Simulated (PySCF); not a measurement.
# C4H7FO2: NMR shifts, electronic excitations and K edges in gas and solvents, part 1 of 2

Aim: compute the NMR shifts, electronic excitations and K edges of C4H7FO2 (`F[C@H]1COCCO1`), and see what a dielectric continuum does where one was used.

The runs use PySCF 2.14.0, with density-fitted response routines of our own; the level of theory stands in each step. All values are computed, except where a source is named. Atoms count from 0, in the outputs and in this text.

**1. The molecule as given**

14 atoms, charge 0, multiplicity 1; geometry from: GFN2-xTB. The atoms were then displaced at random by about 0.01 Å, so the start is not that level's minimum.

Bonds of the start (Å): F0–C1 1.40, C1–C2 1.55, C2–O3 1.35, O3–C4 1.43, C4–C5 1.52, C5–O6 1.44, O6–C1 1.37, C1–H7 1.12, C2–H8 1.08, C2–H9 1.11, C4–H10 1.09, C4–H11 1.12, C5–H12 1.10, C5–H13 1.10.

**2. Geometry optimisation at PBE0-D3(BJ)/def2-SVP**

What the job is given:

```
{"job": {"xc": "PBE0", "basis": "def2-SVP", "d3": "d3bj", "grid": 1, "shake": 0.01, "kind": "geom"}, "charge": 0, "multiplicity": 1}
F      1.556350    -1.420920    -0.730160
C      1.338730    -0.272130     0.046030
C      0.717620     0.839040    -0.830370
O     -0.575830     0.593710    -1.139340
C     -1.368460     0.336810     0.020470
C     -0.789050    -0.841640     0.788200
O      0.583530    -0.587700     1.140530
H      2.352450     0.021130     0.415850
H      1.272130     0.908290    -1.749870
H      0.833340     1.787950    -0.261220
H     -2.391660     0.134280    -0.293820
H     -1.351920     1.234840     0.684820
H     -0.863390    -1.738490     0.160320
H     -1.320990    -1.010250     1.740800
```

Command:

```console
$ OMP_NUM_THREADS=1 python probes_run.py task.json out
```

One launch serves the whole session: the jobs run in the order shown.

Output:

```text
step   0  E = -406.17028433  max force = 0.044029
step   1  E = -406.17003124  max force = 0.017957
step   2  E = -406.17331480  max force = 0.004171
step   3  E = -406.17414543  max force = 0.003938
step   4  E = -406.17428140  max force = 0.001968
step   5  E = -406.17435921  max force = 0.000703
step   6  E = -406.17436692  max force = 0.000643
step   7  E = -406.17436901  max force = 0.000265
optimisation converged
```

It took 55 s on 1 thread of Arm Neoverse V1, shared host; peak memory 0.59 GiB.

Step by step: (the energy doesn't fall at every step)

```tsv
step	energy from step 0 (eV)	largest force component (eV/Å)
0	0.0000	2.2641
1	0.0069	0.9234
2	-0.0825	0.2145
3	-0.1051	0.2025
4	-0.1088	0.1012
5	-0.1109	0.0361
6	-0.1111	0.0331
7	-0.1111	0.0136
```

Distances of close pairs at the start and the end, largest changes first:

```tsv
bond	before (Å)	after (Å)	change (Å)
C2–O3	1.352	1.399	+0.046
F0–C1	1.403	1.376	-0.027
C1–C2	1.545	1.520	-0.025
C2–H8	1.076	1.099	+0.023
O3–C4	1.428	1.405	-0.023
C5–O6	1.440	1.419	-0.020
C1–H7	1.118	1.103	-0.015
C4–H10	1.089	1.100	+0.011
```

The final coordinates are the input of the step that follows.

```tsv
at the end point	value
point group (found at 0.08 Å tolerance)	C1
rotational constants (GHz, main isotopes)	4.062, 2.887, 2.153
dipole moment (D)	1.71
```

**3. Shielding tensors: PBE0/pcSseg-1 in acetonitrile**

What the job is given:

```
{"job": {"kind": "nmr", "xc": "PBE0", "basis": "pcSseg-1", "solvent": "acetonitrile", "pop": true}, "charge": 0, "multiplicity": 1}
F      1.449837    -1.469490     0.747869
C      1.264079    -0.122443     0.535255
C      0.999412     0.108425    -0.943695
O     -0.263332    -0.351275    -1.331714
C     -1.276512     0.207221    -0.533632
C     -1.037493    -0.131301     0.920451
O      0.238695     0.338520     1.326916
H      2.178557     0.400285     0.861736
H      1.749528    -0.429907    -1.539884
H      1.105995     1.195480    -1.141424
H     -2.235393    -0.205086    -0.880862
H     -1.304635     1.309586    -0.659412
H     -1.097308    -1.223455     1.067292
H     -1.774522     0.355285     1.574564
```

Method: GIAO PBE0/pcSseg-1 NMR shielding, non-relativistic, IEF-PCM acetonitrile.

Output:

```text
coarse grid: 11944 points
cycle   1  E = -406.2580854181  dE =  1.101e+00  |g| = 8.114e-01  |ddm| = 3.236e+00
cycle   2  E = -406.1526103021  dE =  1.055e-01  |g| = 1.145e+00  |ddm| = 1.130e+00
cycle   3  E = -406.3661752577  dE = -2.136e-01  |g| = 6.838e-02  |ddm| = 7.127e-01
cycle   4  E = -406.3669138689  dE = -7.386e-04  |g| = 2.894e-02  |ddm| = 5.102e-02
cycle   5  E = -406.3670467824  dE = -1.329e-04  |g| = 9.235e-03  |ddm| = 1.982e-02
cycle   6  E = -406.3670594217  dE = -1.264e-05  |g| = 1.822e-03  |ddm| = 5.964e-03
cycle   7  E = -406.3670600862  dE = -6.645e-07  |g| = 3.203e-04  |ddm| = 1.567e-03
final grid: 116456 points
cycle   8  E = -406.4376424903  dE = -3.099e-05  |g| = 1.362e-02  |ddm| = 2.325e-02
cycle   9  E = -406.4376072887  dE =  3.520e-05  |g| = 1.987e-02  |ddm| = 1.759e-02
cycle  10  E = -406.4376751026  dE = -6.781e-05  |g| = 9.265e-04  |ddm| = 1.052e-02
cycle  11  E = -406.4376752812  dE = -1.787e-07  |g| = 2.365e-04  |ddm| = 9.178e-04
cycle  12  E = -406.4376752908  dE = -9.551e-09  |g| = 7.783e-05  |ddm| = 1.978e-04
cycle  13  E = -406.4376752916  dE = -7.765e-10  |g| = 2.205e-05  |ddm| = 5.006e-05
converged SCF energy = -406.4376752916

GIAO shielding tensors (ppm)
atom      isotropic    diamagn.    paramagn.     s11        s22        s33       span
  0 F      346.891     475.593    -128.702    241.239    379.229    420.207    178.968
  1 C       79.021     243.143    -164.122     52.871     75.909    108.284     55.413
  2 C      115.176     245.422    -130.246     93.891    111.659    139.976     46.085
  3 O      321.247     396.087     -74.840    276.276    331.577    355.887     79.610
  4 C      117.600     246.113    -128.512     95.282    107.618    149.901     54.619
  5 C      122.991     246.202    -123.211    106.315    111.177    151.482     45.167
  6 O      259.834     397.082    -137.248    184.231    260.404    334.867    150.636
  7 H       26.021      28.094      -2.072     22.317     25.255     30.492      8.176
  8 H       27.411      28.097      -0.686     24.225     25.783     32.224      7.999
  9 H       27.540      29.069      -1.529     23.695     26.498     32.426      8.730
 10 H       27.575      28.311      -0.737     23.741     26.044     32.939      9.197
 11 H       27.386      29.214      -1.828     22.922     26.729     32.508      9.586
 12 H       26.963      29.450      -2.487     23.015     25.826     32.048      9.033
 13 H       27.766      28.460      -0.694     23.858     26.360     33.080      9.222
```

Wall time 17 s (1 thread of Arm Neoverse V1, shared host); peak memory 0.86 GiB.

Shifts follow as δ = σ(reference) − σ, with reference shieldings (ppm) from runs at the same level and on the same kind of geometry: ¹H TMS 31.24, ¹³C TMS 185.5, ¹⁹F CFCl3 180.5, ¹⁷O H2O 343.0. The references are single molecules in the same continuum, so shifts against H2O, NH3, PH3, H3PO4 or CFCl3 are not on the usual liquid scales and can be off by tens of ppm.

```tsv
atoms	environment	σ (ppm)	δ (ppm)
C1	sp3 CH bonded to F and O	79.0	106.4
C2	sp3 CH2 bonded to O	115.2	70.3
C4	sp3 CH2 bonded to O	117.6	67.9
C5	sp3 CH2 bonded to O	123.0	62.5
H7	hydrogen on an sp3 CH bonded to F and O	26.02	5.22
H12	hydrogen on an sp3 CH2 bonded to O	26.96	4.28
H11	hydrogen on an sp3 CH2 bonded to O	27.39	3.85
H8	hydrogen on an sp3 CH2 bonded to O	27.41	3.83
H9	hydrogen on an sp3 CH2 bonded to O	27.54	3.70
H10	hydrogen on an sp3 CH2 bonded to O	27.57	3.67
H13	hydrogen on an sp3 CH2 bonded to O	27.77	3.47
F0	fluorine on an sp3 carbon	346.9	-166.4
O6	ether oxygen	259.8	83.2
O3	ether oxygen	321.2	21.8
```

The run also stored atomic charges by several schemes (e):

```tsv
atoms	Mulliken	IAO	Hirshfeld	ESP fit
F0	-0.35	-0.35	-0.14	-0.27
C1	0.37	0.33	0.12	0.36
C2	0.06	-0.09	-0.01	-0.05
O3	-0.54	-0.41	-0.17	-0.37
C4	0.02	-0.07	0.00	0.02
C5	0.03	-0.08	-0.01	0.10
O6	-0.52	-0.40	-0.16	-0.44
```

Mayer bond orders: F0–C1 0.86, C1–C2 1.01, C2–O3 0.94, O3–C4 0.91, C4–C5 1.05, C5–O6 0.88, O6–C1 1.02.

Ring of atoms C1, C2, O3, C4, C5, O6: NICS(0) -0.5, NICS(1) -0.6, NICS(1)zz 3.8 ppm (means of both faces).

**4. Shielding tensors: PBE0/pcSseg-1 in benzene**

The job, as its differences from that of step 3:

```diff
@@ -1,2 +1,2 @@
-{"job": {"kind": "nmr", "xc": "PBE0", "basis": "pcSseg-1", "solvent": "acetonitrile", "pop": true}, "charge": 0, "multiplicity": 1}
+{"job": {"kind": "nmr", "xc": "PBE0", "basis": "pcSseg-1", "solvent": "benzene", "pop": false}, "charge": 0, "multiplicity": 1}
 F      1.449837    -1.469490     0.747869
```

With the program's defaults for keys left out, this is: GIAO PBE0/pcSseg-1 NMR shielding, non-relativistic, IEF-PCM benzene.

Output:

```text
coarse grid: 11944 points
cycle   1  E = -406.2490757009  dE =  1.110e+00  |g| = 8.199e-01  |ddm| = 3.236e+00
cycle   2  E = -406.1335138748  dE =  1.156e-01  |g| = 1.177e+00  |ddm| = 1.211e+00
cycle   3  E = -406.3607680580  dE = -2.273e-01  |g| = 7.097e-02  |ddm| = 7.645e-01
cycle   4  E = -406.3615406974  dE = -7.726e-04  |g| = 3.182e-02  |ddm| = 5.468e-02
cycle   5  E = -406.3617018625  dE = -1.612e-04  |g| = 9.588e-03  |ddm| = 2.222e-02
cycle   6  E = -406.3617157097  dE = -1.385e-05  |g| = 1.955e-03  |ddm| = 6.616e-03
cycle   7  E = -406.3617164965  dE = -7.868e-07  |g| = 3.578e-04  |ddm| = 1.793e-03
final grid: 116456 points
cycle   8  E = -406.4323215052  dE = -3.068e-05  |g| = 1.369e-02  |ddm| = 2.330e-02
cycle   9  E = -406.4322847450  dE =  3.676e-05  |g| = 2.012e-02  |ddm| = 1.790e-02
cycle  10  E = -406.4323544643  dE = -6.972e-05  |g| = 9.616e-04  |ddm| = 1.081e-02
cycle  11  E = -406.4323546582  dE = -1.939e-07  |g| = 2.510e-04  |ddm| = 9.877e-04
cycle  12  E = -406.4323546692  dE = -1.097e-08  |g| = 7.736e-05  |ddm| = 2.139e-04
cycle  13  E = -406.4323546700  dE = -7.618e-10  |g| = 2.454e-05  |ddm| = 5.197e-05
converged SCF energy = -406.4323546700

GIAO shielding tensors (ppm)
atom      isotropic    diamagn.    paramagn.     s11        s22        s33       span
  0 F      342.187     475.125    -132.938    237.084    375.049    414.428    177.344
  1 C       79.285     242.845    -163.560     53.164     76.757    107.934     54.770
  2 C      114.910     245.507    -130.597     93.630    111.578    139.522     45.891
  3 O      317.363     395.165     -77.802    270.965    328.328    352.796     81.831
  4 C      117.429     246.046    -128.617     95.343    107.729    149.215     53.872
  5 C      123.005     246.001    -122.996    106.647    111.040    151.328     44.681
  6 O      257.872     396.391    -138.518    183.157    258.514    331.947    148.790
  7 H       26.167      28.274      -2.107     22.462     25.438     30.600      8.137
  8 H       27.472      28.161      -0.689     24.353     25.837     32.225      7.872
  9 H       27.727      29.299      -1.571     23.889     26.726     32.568      8.679
 10 H       27.676      28.442      -0.766     23.892     26.170     32.966      9.074
 11 H       27.528      29.338      -1.810     23.077     26.889     32.619      9.542
 12 H       26.939      29.355      -2.416     23.037     25.792     31.988      8.951
 13 H       27.933      28.622      -0.689     24.040     26.569     33.190      9.150
```

Wall time 15 s (1 thread of Arm Neoverse V1, shared host); peak memory 0.85 GiB.

This run: δ C1 105.6, C2 70.0, C4 67.4, C5 61.9, H7 5.09, H12 4.32 ppm.

**5. Excited states and response: wB97X-D/def2-SVPD**

The job, as its differences from that of step 4:

```diff
@@ -1,2 +1,2 @@
-{"job": {"kind": "nmr", "xc": "PBE0", "basis": "pcSseg-1", "solvent": "benzene", "pop": false}, "charge": 0, "multiplicity": 1}
+{"job": {"kind": "uv", "xc": "wB97X-D", "basis": "def2-SVPD", "dynamic": true, "nstates": 6, "ntriplets": 0}, "charge": 0, "multiplicity": 1}
 F      1.449837    -1.469490     0.747869
```

Method: TDDFT wB97X-D/def2-SVPD, vertical, gas phase, core orbitals frozen in the response.

Output:

```text
coarse grid: 11944 points
cycle   1  E = -406.2879194490  dE =  1.273e+00  |g| = 8.839e-01  |ddm| = 4.994e+00
cycle   2  E = -406.2548642140  dE =  3.306e-02  |g| = 1.033e+00  |ddm| = 1.810e+00
cycle   3  E = -406.4348927326  dE = -1.800e-01  |g| = 5.272e-02  |ddm| = 9.672e-01
cycle   4  E = -406.4353876082  dE = -4.949e-04  |g| = 2.483e-02  |ddm| = 9.755e-02
cycle   5  E = -406.4354995391  dE = -1.119e-04  |g| = 9.262e-03  |ddm| = 4.176e-02
cycle   6  E = -406.4355154609  dE = -1.592e-05  |g| = 2.018e-03  |ddm| = 1.290e-02
cycle   7  E = -406.4355163587  dE = -8.978e-07  |g| = 4.289e-04  |ddm| = 3.561e-03
final grid: 116456 points
cycle   8  E = -406.5061407907  dE = -1.104e-04  |g| = 7.006e-03  |ddm| = 1.346e-01
cycle   9  E = -406.5061413731  dE = -5.824e-07  |g| = 7.839e-03  |ddm| = 2.060e-02
cycle  10  E = -406.5061506536  dE = -9.280e-06  |g| = 5.415e-04  |ddm| = 5.699e-03
cycle  11  E = -406.5061507360  dE = -8.243e-08  |g| = 3.955e-04  |ddm| = 2.285e-03
cycle  12  E = -406.5061507713  dE = -3.526e-08  |g| = 7.152e-05  |ddm| = 6.106e-04
cycle  13  E = -406.5061507726  dE = -1.334e-09  |g| = 3.218e-05  |ddm| = 1.544e-04
cycle  14  E = -406.5061507729  dE = -3.135e-10  |g| = 6.309e-06  |ddm| = 7.978e-05
converged SCF energy = -406.5061507729

Static polarisability (au): isotropic 54.769, principal 50.228 52.586 61.494

Singlet excitations
state   eV       nm        f      main configurations
  1   7.5157    165.0   0.01463   H->L 0.82
  2   8.2579    150.1   0.01391   H->L+4 0.40, H->L+1 0.27, H->L+3 0.13
  3   8.3056    149.3   0.07594   H->L+1 0.58, H->L+3 0.19, H->L+4 0.13
  4   8.4383    146.9   0.01259   H->L+2 0.50, H-1->L 0.31
  5   8.6318    143.6   0.03167   H->L+3 0.41, H->L+4 0.23, H->L+2 0.12
  6   8.9668    138.3   0.01124   H-1->L 0.29, H-2->L 0.22, H->L+2 0.14
```

It took 40 s on 1 thread of Arm Neoverse V1, shared host; peak memory 0.89 GiB.

The orbitals next to the gap, with their largest atomic shares:

```tsv
orbital	eV	atoms
HOMO−3	-12.39	F0 35 %, C1 12 %, C5 9 %
HOMO−2	-10.99	O6 32 %, C5 13 %, O3 11 %
HOMO−1	-10.66	O3 34 %, O6 27 %, C2 10 %
HOMO	-9.43	O3 37 %, O6 17 %, C4 9 %
LUMO	2.25	C4 13 %, C2 11 %, C5 10 %
LUMO+1	2.82	H10 10 %, H13 9 %, H7 9 %
LUMO+2	3.13	O6 15 %, O3 13 %, H11 12 %
```

With each of the 6 states as a Gaussian band of 0.4 eV half-width at 1/e, the curve within the window shown has maxima at 148 nm (ε 4,900) L/(mol cm). Beyond the last state computed it falls off for lack of states. The curve at chosen wavelengths:

```
 nm  ε (L/mol/cm)
134           380
136           731
138          1252
139          1585
141          2396
143          3334
145          4221
147          4799
148          4901
150          4677
152          3974
154          3036
156          2139
157          1766
159          1221
161           916
163           766
165           682
166           644
168           558
170           453
172           342
174           239
175           195
177           122
179            72
```

Ground-state properties from the same run:

```tsv
property	computed
dipole moment (D)	1.88
polarisability (Å³)	8.12
HOMO–LUMO gap (eV)	11.69
−ε(HOMO) (eV)	9.43
C6 with itself (au)	1504
```

(Continued in part 2 of 2.)
